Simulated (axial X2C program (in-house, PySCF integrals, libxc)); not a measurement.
**SBe: properties at the nuclei**

Wanted for SBe: properties at the nuclei, at the two-component level.

Computed with an in-house X2C program for linear molecules on PySCF integrals. Level: two-component X2C with atomic mean-field terms, S dyall-av3z, Be dyall-cv3z.

All values are calculated.

### Step 1. The job

task.json reads:

```json
{"zs": [16, 4], "q": 0, "bas": ["dyall-av3z", "dyall-cv3z"], "r0": 1.84, "levels": ["PBE0", "HF", "B3LYP", "PBE50", "BP86"], "nst": 3}
```

Keys: zs atomic numbers; q charge; bas basis sets; r0 starting distance in Å; levels methods (HF also brings MP2); nst determinants followed.

Launch:

```bash
python soeom.py task.json out
```

Further steps of the session: Expectation values, lowest determinant; Expectation values, a higher determinant; Expectation values, a higher determinant.

Q: Predict the outcome of this session. Wanted: lowest determinant; qzz S; qzz Be; μ; higher determinant; Eeff magnitude; Ws magnitude S; A∥/gI S (for each run or level that gives them).

**Answer**, as computed:

| quantity | value |
| --- | --- |
| lowest determinant | Ω = 0 (closed shell) |
| qzz S (a.u.), PBE0 | 0.43 |
| qzz Be (a.u.), PBE0 | 0.05 |
| μ (D), PBE0 | 5.49 |
| higher determinant | Ω = 2 (excess of +ω over −ω: ω = 1/2, ω = 3/2) |
| Eeff magnitude (GV/cm), PBE0, higher determinant | 0.0531 |
| Ws magnitude S (kHz), PBE0, higher determinant | 0.01 |
| A∥/gI S (MHz), PBE0, higher determinant | 193 |
| qzz S (a.u.), PBE0, higher determinant | -1.82 |
| higher determinant | Ω = 1 (excess of +ω over −ω: ω = -1/2, ω = 3/2) |
| Eeff magnitude (GV/cm), PBE0, higher determinant | 0.0418 |
| Ws magnitude S (kHz), PBE0, higher determinant | 0.0155 |
| A∥/gI S (MHz), PBE0, higher determinant | 265 |
| qzz S (a.u.), PBE0, higher determinant | -1.80 |

What this shows: The expectation values come from single determinants, which for open shells can mix terms of unlike spin or miss the lowest Ω, so a determinant need not be a state. Eeff is the effective electric field on the electron dipole moment in this Ω state and Ws the scalar–pseudoscalar constant (defined with the proton number Z and per Ω); A∥ is the parallel hyperfine constant, which follows by multiplying with the nuclear g factor gI = μI/(I μN); qzz is the electric field gradient, eQq0 = 234.96 MHz × Q/barn × qzz; μ is positive if Be is the positive end. The operators were transformed with the bare-nucleus X2C matrices.
